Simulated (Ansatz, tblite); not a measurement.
**The cluster Sn₃Pt₂+: a ladder of methods and basis sets**

An exercise on one series of results from a longer session: the logs are not shown, and one member is left open.

Computed with Ansatz 0.2.0, Gaussian basis. Level: as each input shows.

Plan: GFN1-xTB, GFN2-xTB, PBE-D4/def2-TZVP, r2SCAN-D4/def2-TZVP, r2SCAN0-D4/def2-TZVP, r2SCANh-D4/def2-TZVP, PBE-D4/def2-SVP, PBE0-D4/def2-SVP, MP2/def2-TZVP, RPA/def2-TZVP.

7 further runs of the same task are left out: 2 that didn't finish, 5 set aside as unsound or not needed. Runs told in other sessions of the task aren't counted.

### The relaxed structure

The geometry is that of the doublet, from an earlier relaxation (B3LYP-D4/def2-SVP). At that level it is the lowest of the isomers that a small search found.

5 atoms, charge 1, spin multiplicity 2.

Bond lengths: Pt1–Pt2 2.684 Å, Pt1–Sn3 2.662 Å, Pt1–Sn4 2.663 Å, Pt2–Sn3 2.891 Å, Pt2–Sn4 2.890 Å, Pt2–Sn5 2.714 Å, Sn3–Sn5 2.913 Å, Sn4–Sn5 2.912 Å. Angles: Pt2–Pt1–Sn3 65.5°, Pt2–Pt1–Sn4 65.4°, Sn3–Pt1–Sn4 113.0°, Pt1–Pt2–Sn3 56.9°, Pt1–Pt2–Sn4 56.9°, Pt1–Pt2–Sn5 75.4°, Sn3–Pt2–Sn4 100.4°, Sn3–Pt2–Sn5 62.5°, Sn4–Pt2–Sn5 62.5°, Pt1–Sn3–Pt2 57.6°, Pt1–Sn3–Sn5 72.5°, Pt2–Sn3–Sn5 55.8°, Pt1–Sn4–Pt2 57.7°, Pt1–Sn4–Sn5 72.5°, Pt2–Sn4–Sn5 55.8°, Pt2–Sn5–Sn3 61.7°, Pt2–Sn5–Sn4 61.7°, Sn3–Sn5–Sn4 99.3°.

Pt, Sn take a core potential in the def2 sets. No spin-orbit coupling is included. The ion is computed in the gas phase, without counter-ions or solvent.

PBE0-D4/def2-TZVP was run before; its log isn't repeated, and its numbers join the tables.

The first run:

Tight binding, by tblite at 300 K electronic temperature and without a spin-polarisation term:

```python
tblite.interface.Calculator('GFN1-xTB', numbers, positions, charge=1, uhf=1).singlepoint()
```

Tight binding, by tblite at 300 K electronic temperature and without a spin-polarisation term:

```python
tblite.interface.Calculator('GFN2-xTB', numbers, positions, charge=1, uhf=1).singlepoint()
```

start.molden holds the orbitals of an earlier run on this state, given as this run's starting guess.

in.yaml reads:

```yaml
crystal:
  periodic: [false, false, false]
  atoms:
    - {symbol: Pt, position_ang: [-0.568279, -0.632534, -1.419060]}
    - {symbol: Pt, position_ang: [-1.124064, 0.011003, 1.127086]}
    - {symbol: Sn, position_ang: [-0.523358, 1.979004, -0.903457]}
    - {symbol: Sn, position_ang: [0.739967, -2.073328, 0.398241]}
    - {symbol: Sn, position_ang: [1.475734, 0.715855, 0.797191]}
basis:
  gaussian: {orbitals: def2-TZVP, initial_orbitals: start.molden}
total_charge: 1
magnetization: {spin_polarized: true, initial_magnetization: 1}
hamiltonian: {xc: pbe, dispersion: d4}
scf: {omitted_lower_state_checks: [starts]}
output: {forces: true, orbitals: {seedname: orbitals}}
```

On the command line:

```
ansatz run in.yaml --threads 4 --pin off --events-out ev --progress --plain --max-ram 4787MiB
```

Steps of the session up to this table: PBE-D4/def2-TZVP; r2SCAN-D4/def2-TZVP; r2SCAN0-D4/def2-TZVP; r2SCANh-D4/def2-TZVP; PBE-D4/def2-SVP; PBE0-D4/def2-SVP; MP2/def2-TZVP; RPA/def2-TZVP.

One of the session's tables, all rows but one given; the rest of the session is left out.

```
               level  HOMO (eV)  LUMO (eV)  gap (eV)
     PBE-D4/def2-SVP      -9.03      -8.59      0.44
    PBE-D4/def2-TZVP      -8.96      -8.52      0.44
 r2SCAN-D4/def2-TZVP      -9.12      -8.36      0.77
r2SCANh-D4/def2-TZVP      -9.43      -8.04      1.40
    PBE0-D4/def2-SVP      -9.75      -7.76      2.00
   PBE0-D4/def2-TZVP      -9.67      -7.67      2.00
r2SCAN0-D4/def2-TZVP          ?          ?         ?
```

**Question.** Estimate the row for r2SCAN0-D4/def2-TZVP.

Worked estimate for «HOMO (eV)». Against the share of exact exchange, r2SCAN-D4/def2-TZVP (0, -9.12), r2SCANh-D4/def2-TZVP (0.1, -9.43) give a slope of -3.10 per unit share; at 0.25 the line stands at -9.89.

The run gave: HOMO (eV): -9.89; LUMO (eV): -7.59; gap (eV): 2.30. In «HOMO (eV)» the line misses by 0.00.
